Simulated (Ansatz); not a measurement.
# C2H6FNSi: one species, many methods

An exercise on one series of results from a longer session: the logs are not shown, and one member is left open.

Program: Ansatz 0.2.0, Gaussian basis. Level of theory: functionals in def2-TZVPP, the program's frozen cores in correlated methods. These are calculated values, not measurements.

Levels to be run: PBE-D4, r2SCAN-D4, PBE0-D4, B3LYP-D4, ωB97X-V, ωB97M-V, B2PLYP; CCSD(T)/def2-TZVPP; MP2/def2-QZVPP; extrapolation to the limit.

## Structure used throughout

An earlier PBE0-D4 in a triple-zeta def2 set relaxation fixed the geometry.

SMILES `FC/C=N\[SiH3]`, 11 atoms, charge 0, spin multiplicity 1.

Atoms are counted from 1 here; the program's logs count them from 0.

Bond lengths: F1–C2 1.371 Å, C2–C3 1.500 Å, C2–H6 1.097 Å, C2–H7 1.097 Å, C3–N4 1.252 Å, C3–H8 1.103 Å, N4–Si5 1.746 Å, Si5–H9 1.484 Å, Si5–H10 1.486 Å, Si5–H11 1.486 Å. Angles: F1–C2–C3 112.1°, F1–C2–H6 108.9°, F1–C2–H7 108.9°, C3–C2–H6 109.5°, C3–C2–H7 109.5°, H6–C2–H7 108.0°, C2–C3–N4 128.4°, C2–C3–H8 111.9°, N4–C3–H8 119.7°, C3–N4–Si5 131.5°, N4–Si5–H9 106.3°, N4–Si5–H10 111.8°, N4–Si5–H11 111.8°, H9–Si5–H10 108.1°, H9–Si5–H11 108.1°, H10–Si5–H11 110.5°.

Geometry (Å):

```xyz
11
charge 0, multiplicity 1
F    -0.48273    0.82755    1.31623
C    -0.09092   -0.47046    1.51639
C     0.33542   -1.13427    0.24113
N     0.36768   -0.65224   -0.91347
Si   -0.04993    0.93132   -1.51942
H     0.74131   -0.48349    2.23122
H    -0.92581   -1.02889    1.95780
H     0.64926   -2.17866    0.40563
H     0.20227    0.89804   -2.98143
H    -1.48764    1.24188   -1.30602
H     0.80638    1.99213   -0.92744
```

The first run:

Input file in.yaml:

```yaml
crystal:
  periodic: [false, false, false]
  atoms:
    - {symbol: F, position_ang: [-0.482727, 0.827552, 1.316228]}
    - {symbol: C, position_ang: [-0.090916, -0.470463, 1.516389]}
    - {symbol: C, position_ang: [0.335421, -1.134271, 0.241127]}
    - {symbol: N, position_ang: [0.367681, -0.652244, -0.913468]}
    - {symbol: Si, position_ang: [-0.049927, 0.931317, -1.519424]}
    - {symbol: H, position_ang: [0.741306, -0.483493, 2.231222]}
    - {symbol: H, position_ang: [-0.925813, -1.028885, 1.957803]}
    - {symbol: H, position_ang: [0.649260, -2.178660, 0.405626]}
    - {symbol: H, position_ang: [0.202273, 0.898036, -2.981433]}
    - {symbol: H, position_ang: [-1.487639, 1.241882, -1.306023]}
    - {symbol: H, position_ang: [0.806380, 1.992127, -0.927445]}
basis:
  gaussian: {orbitals: def2-TZVPP}
hamiltonian: {xc: pbe, dispersion: d4}
output: {forces: true, orbitals: {seedname: orbitals}}
```

Launch:

```sh
$ ansatz run in.yaml --threads 4 --pin off --events-out ev --progress --plain --max-ram 10444MiB
```

Steps of the session up to this table: PBE-D4 (GGA); r2SCAN-D4 (meta-GGA); PBE0-D4 (hybrid); B3LYP-D4 (hybrid); ωB97X-V (range-separated); ωB97M-V (range-separated); B2PLYP (double hybrid); CCSD(T) in def2-TZVPP; MP2 in def2-QZVPP.

One of the session's tables, all rows but one given; the rest of the session is left out.

```
            method  atomisation energy (kcal/mol)
            PBE-D4                          982.9
         r2SCAN-D4                          961.3
           PBE0-D4                              ?
          B3LYP-D4                          964.7
           ωB97X-V                          966.6
           ωB97M-V                          965.2
            B2PLYP                          952.5
     HF/def2-TZVPP                          685.9
    MP2/def2-TZVPP                          948.0
   CCSD/def2-TZVPP                          918.7
CCSD(T)/def2-TZVPP                          933.8
           MP2/CBS                          974.7
       CCSD(T)/CBS                          960.4
```

Estimate the missing values for PBE0-D4.

The run gave: atomisation energy (kcal/mol): 961.7. In the column «atomisation energy (kcal/mol)» it lies between r2SCAN-D4 (961.3) and B3LYP-D4 (964.7).
